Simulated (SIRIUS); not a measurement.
# NiMoIrPdW (P3m1) in SIRIUS: convergence with gk cutoff, part 4 of 4

SIRIUS 7.12.0. Earlier steps stand in the parts before.

### 7 With gk cutoff 4.36 1/bohr

Contents of sirius.json:

```json
{
  "control": {
    "processing_unit": "cpu",
    "std_evp_solver_name": "lapack",
    "gen_evp_solver_name": "lapack",
    "verbosity": 2,
    "print_forces": true,
    "ortho_rf": true,
    "use_second_variation": true,
    "rmt_max": 3.0,
    "num_bands_to_print": 24,
    "save_wf": true
  },
  "parameters": {
    "electronic_structure_method": "full_potential_lapwlo",
    "xc_functionals": ["XC_GGA_X_PBE_SOL", "XC_GGA_C_PBE_SOL"],
    "core_relativity": "dirac",
    "valence_relativity": "iora",
    "num_fv_states": 85,
    "smearing": "fermi_dirac",
    "smearing_width": 0.0018374661,
    "pw_cutoff": 23,
    "gk_cutoff": 4.36,
    "lmax_apw": 12,
    "lmax_rho": 8,
    "lmax_pot": 8,
    "num_mag_dims": 1,
    "auto_rmt": 0,
    "ngridk": [2, 2, 2],
    "shiftk": [0, 0, 0],
    "num_dft_iter": 80,
    "energy_tol": 1e-07,
    "density_tol": 1e-05,
    "use_symmetry": true
  },
  "settings": {"tol_ne": 1e-10},
  "iterative_solver": {"type": "exact"},
  "mixer": {"type": "anderson", "beta": 0.4, "max_history": 8},
  "unit_cell": {
    "lattice_vectors": [[7.836127321, 0.0, 0.0], [-3.9180636605, 6.7862899724, -0.0], [0.0, -0.0, 10.2353047115]],
    "atom_types": ["Ir", "Mo", "Ni", "Pd", "W"],
    "atom_files": {"Ir": "Ir.json", "Mo": "Mo.json", "Ni": "Ni.json", "Pd": "Pd.json", "W": "W.json"},
    "atoms": {
      "Ir": [[0.33333, 0.66667, 0.25641, 0.0, 0.0, 0.6]],
      "Mo": [[0.66667, 0.33333, 0.45996, 0.0, 0.0, 1.0]],
      "Ni": [[0.0, 0.0, 0.02221, 0.0, 0.0, 1.0]],
      "Pd": [[0.33333, 0.66667, 0.74601, 0.0, 0.0, 0.0]],
      "W": [[0.66667, 0.33333, 0.99985, 0.0, 0.0, 0.0]]
    }
  }
}
```

Ir.json is that of step 6.

Mo.json is that of step 6.

Ni.json is that of step 6.

Pd.json is that of step 6.

W.json is that of step 6.

Contents of sirius_start.json:

```json
{
  "control": {
    "processing_unit": "cpu",
    "std_evp_solver_name": "lapack",
    "gen_evp_solver_name": "lapack",
    "verbosity": 1,
    "print_forces": false,
    "ortho_rf": true,
    "use_second_variation": true,
    "rmt_max": 3.0,
    "num_bands_to_print": 24,
    "save_wf": false
  },
  "parameters": {
    "electronic_structure_method": "full_potential_lapwlo",
    "xc_functionals": ["XC_LDA_X", "XC_LDA_C_PW"],
    "core_relativity": "dirac",
    "valence_relativity": "iora",
    "num_fv_states": 85,
    "smearing": "fermi_dirac",
    "smearing_width": 0.0055123983,
    "pw_cutoff": 23,
    "gk_cutoff": 3.32,
    "lmax_apw": 12,
    "lmax_rho": 8,
    "lmax_pot": 8,
    "num_mag_dims": 1,
    "auto_rmt": 0,
    "ngridk": [1, 1, 1],
    "shiftk": [0, 0, 0],
    "num_dft_iter": 30,
    "energy_tol": 0.01,
    "density_tol": 0.05,
    "use_symmetry": true
  },
  "settings": {"tol_ne": 1e-10},
  "iterative_solver": {"type": "exact"},
  "mixer": {"type": "anderson", "beta": 0.4, "max_history": 8},
  "unit_cell": {
    "lattice_vectors": [[7.836127321, 0.0, 0.0], [-3.9180636605, 6.7862899724, -0.0], [0.0, -0.0, 10.2353047115]],
    "atom_types": ["Ir", "Mo", "Ni", "Pd", "W"],
    "atom_files": {"Ir": "Ir.json", "Mo": "Mo.json", "Ni": "Ni.json", "Pd": "Pd.json", "W": "W.json"},
    "atoms": {
      "Ir": [[0.33333, 0.66667, 0.25641, 0.0, 0.0, 0.6]],
      "Mo": [[0.66667, 0.33333, 0.45996, 0.0, 0.0, 1.0]],
      "Ni": [[0.0, 0.0, 0.02221, 0.0, 0.0, 1.0]],
      "Pd": [[0.33333, 0.66667, 0.74601, 0.0, 0.0, 0.0]],
      "W": [[0.66667, 0.33333, 0.99985, 0.0, 0.0, 0.0]]
    }
  }
}
```

Command:

```bash
$ OMP_NUM_THREADS=2 sirius.scf --input=sirius_start.json --output=start.json
$ OMP_NUM_THREADS=2 sirius.scf --input=sirius.json --output=output.json --task=1
```

Run time: 14 min. Hardware: 2 threads of Intel Xeon Platinum 8259CL at 2.50GHz (Skylake/Cascade Lake), shared host; peak memory 1.6 GiB.

It converged, with:

* Free energy: -1214337.0729 eV
* Largest force: 1.838 eV/Å
* Band gap on the k mesh: none (metal or under the smearing width)
* Net moment: 0.00 μB per cell
* All electrons inside the program's atomic spheres: Ni 26.77; Mo 39.40; Pd 44.15; Ir 74.89; W 71.48 (radii Ir 2.34, Mo 2.25, Ni 2.12, Pd 2.25, W 2.34 bohr)

### 8 With gk cutoff 4.77 1/bohr

sirius.json: that of step 7 with these lines changed.

```diff
@@ -21,5 +21,5 @@
     "smearing_width": 0.0018374661,
-    "pw_cutoff": 23,
-    "gk_cutoff": 4.36,
-    "lmax_apw": 12,
+    "pw_cutoff": 25,
+    "gk_cutoff": 4.77,
+    "lmax_apw": 13,
     "lmax_rho": 8,
```

Ir.json is that of step 7.

Mo.json is that of step 7.

Ni.json is that of step 7.

Pd.json is that of step 7.

W.json is that of step 7.

sirius_start.json: that of step 7 with these lines changed.

```diff
@@ -21,5 +21,5 @@
     "smearing_width": 0.0055123983,
-    "pw_cutoff": 23,
+    "pw_cutoff": 25,
     "gk_cutoff": 3.32,
-    "lmax_apw": 12,
+    "lmax_apw": 13,
     "lmax_rho": 8,
```

Command:

```bash
$ OMP_NUM_THREADS=2 sirius.scf --input=sirius_start.json --output=start.json
$ OMP_NUM_THREADS=2 sirius.scf --input=sirius.json --output=output.json --task=1
```

Wall time 18 min (2 threads of Intel Xeon Platinum 8259CL at 2.50GHz (Skylake/Cascade Lake), shared host); peak memory 2 GiB.

Results (log left out):

- Free energy: -1214337.0986 eV
- Largest force: 1.843 eV/Å
- Band gap on the k mesh: none (metal or under the smearing width)
- Net moment: 0.00 μB per cell
- All electrons inside the program's atomic spheres: Ni 26.77; Mo 39.40; Pd 44.15; Ir 74.89; W 71.48 (radii Ir 2.34, Mo 2.25, Ni 2.12, Pd 2.25, W 2.34 bohr)

### 9 The series at a glance

| gk cutoff | energy less the tightest run, at zero smearing (meV/atom) | largest force (eV/Å) | SCF cycles | CPU time (s) | peak memory (GiB) |
| --- | --- | --- | --- | --- | --- |
| 2.28 1/bohr | 4565.23 | 2.543 | 21 | 740 | 1.1 |
| 2.7 1/bohr | 1616.50 | 1.759 | 22 | 990 | 1.1 |
| 3.11 1/bohr | 411.56 | 1.757 | 23 | 970 | 1.1 |
| 3.53 1/bohr | 110.64 | 1.813 | 24 | 1100 | 1.1 |
| 3.94 1/bohr | 27.08 | 1.831 | 24 | 1200 | 1.2 |
| 4.36 1/bohr | 5.15 | 1.838 | 23 | 1400 | 1.6 |
| 4.77 1/bohr | 0.00 | 1.843 | 24 | 1900 | 2 |

Not settled before the last step: the energy (to 1 meV/atom), the largest force (to 0.005 eV/Å). The tightest run that finished is the yardstick and may itself not be fully converged.

Caveats: all runs use coarse meshes; forces of over 1 eV/Å show positions far from the minimum, so gaps and moduli don't describe the material at rest.
